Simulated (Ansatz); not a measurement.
# Cl₃H₃HfOSi: taking an electron away

Aim: the vertical ionisation energy of Cl₃H₃HfOSi, as cation minus neutral at the neutral's geometry, on several levels, and how well −ε(HOMO) stands in for it.

Computed with Ansatz 0.2.0, Gaussian basis. Level: unrestricted cation, the program's frozen cores in correlated methods.

The runs, in order: UKS PBE-D4/def2-TZVPP; UKS r2SCAN-D4/def2-TZVPP; UKS PBE0-D4/def2-TZVPP; UKS B3LYP-D4/def2-TZVPP; UKS wB97X-V/def2-TZVPP; UKS wB97M-V/def2-TZVPP; UKS B2PLYP/def2-TZVPP; UHF-CCSD(T)/def2-TZVPP; UHF-MP2/def2-QZVPP; extrapolation to the limit; then −ε(HOMO) from the neutral's earlier runs with LDA (SPW92), PBE-D4, revPBE-D4, BLYP-D4, r2SCAN-D4, B97M-V, PBE0-D4, B3LYP-D4, r2SCANh-D4, r2SCAN0-D4, HSE06-D4, BHLYP-D4, CAM-B3LYP-D4, LC-ωPBE, ωB97X-V, ωB97M-V.

### Step 1. Structure used throughout

The geometry comes from an earlier relaxation with PBE0-D4 in a triple-zeta def2 set; it is a stationary point, not always the lowest conformer. Hf takes the def2 core potential; no spin-orbit term is included.

9 atoms, charge 0, spin multiplicity 1.

Atoms are counted from 1 here; the program's logs count them from 0.

Bond lengths: Si1–O2 1.651 Å, Si1–H7 1.483 Å, Si1–H8 1.483 Å, Si1–H9 1.483 Å, O2–Hf3 1.899 Å, Hf3–Cl4 2.335 Å, Hf3–Cl5 2.335 Å, Hf3–Cl6 2.335 Å. Angles: O2–Si1–H7 108.8°, O2–Si1–H8 108.8°, O2–Si1–H9 108.8°, H7–Si1–H8 110.1°, H7–Si1–H9 110.1°, H8–Si1–H9 110.1°, Si1–O2–Hf3 179.9°, O2–Hf3–Cl4 108.4°, O2–Hf3–Cl5 108.4°, O2–Hf3–Cl6 108.4°, Cl4–Hf3–Cl5 110.5°, Cl4–Hf3–Cl6 110.5°, Cl5–Hf3–Cl6 110.5°.

As a file:

```xyz
9
charge 0, multiplicity 1
Si   -1.1917   -0.6629   -1.2469
O    -0.1273   -0.0688   -0.1337
Hf    1.0977    0.6111    1.1484
Cl    2.1695   -1.1922    2.1728
Cl    2.6476    1.9633    0.0441
Cl   -0.0962    1.8544    2.7229
H    -2.5716   -0.4701   -0.7391
H    -0.9183   -2.1068   -1.4463
H    -1.0097    0.0719   -2.5221
```

### Step 2. Cation, UKS PBE-D4/def2-TZVPP

Contents of in.yaml:

```yaml
crystal:
  periodic: [false, false, false]
  atoms:
    - {symbol: Si, position_ang: [-1.191686, -0.662898, -1.246859]}
    - {symbol: O, position_ang: [-0.127291, -0.068764, -0.133743]}
    - {symbol: Hf, position_ang: [1.097709, 0.611098, 1.148427]}
    - {symbol: Cl, position_ang: [2.169514, -1.192229, 2.172752]}
    - {symbol: Cl, position_ang: [2.647551, 1.963280, 0.044070]}
    - {symbol: Cl, position_ang: [-0.096151, 1.854414, 2.722870]}
    - {symbol: H, position_ang: [-2.571646, -0.470070, -0.739105]}
    - {symbol: H, position_ang: [-0.918342, -2.106780, -1.446344]}
    - {symbol: H, position_ang: [-1.009669, 0.071948, -2.522067]}
basis:
  gaussian: {orbitals: def2-TZVPP}
total_charge: 1
magnetization: {spin_polarized: true, initial_magnetization: 1}
hamiltonian: {xc: pbe, dispersion: d4}
```

Run with:

```bash
$ ansatz run in.yaml --threads 2 --pin off --events-out ev --progress --plain --max-ram 32768MiB --backend cuda --devices 0, --max-vram 18GiB
```

After this run come: Cation, UKS r2SCAN-D4/def2-TZVPP; Cation, UKS PBE0-D4/def2-TZVPP; Cation, UKS B3LYP-D4/def2-TZVPP; Cation, UKS wB97X-V/def2-TZVPP; Cation, UKS wB97M-V/def2-TZVPP; Cation, UKS B2PLYP (frozen core)/def2-TZVPP; Cation, UHF-CCSD(T)/def2-TZVPP; Cation, UHF-MP2/def2-QZVPP.

Before running them: what should the planned runs give, taken together? Wanted: ionisation energy, CCSD(T)/CBS; nearest functional by difference; nearest −ε(HOMO); −ε(HOMO) of PBE; T1 of the cation.

As calculated:

| quantity | value |
| --- | --- |
| ionisation energy, CCSD(T)/CBS | 11.96 eV |
| nearest functional by difference | ωB97X-V (-0.21 eV) |
| nearest −ε(HOMO) | ωB97X-V (-0.15 eV) |
| −ε(HOMO) of PBE | 7.97 eV |
| T1 of the cation | 0.057 |

Energy differences with functionals land within 1.64 eV of the reference. −ε(HOMO) of PBE misses by 4.0 eV, since self-interaction lifts the level. Among orbital estimates ωB97X-V comes nearest. Hartree-Fock falls 0.81 eV short, as the neutral has more correlation energy than the cation. The cation's T1 (from the report) is 0.057, above the customary mark of 0.045 for open shells, so the coupled-cluster value is less safe. Correlated methods include outer-core shells of Hf, which these sets cover unevenly.
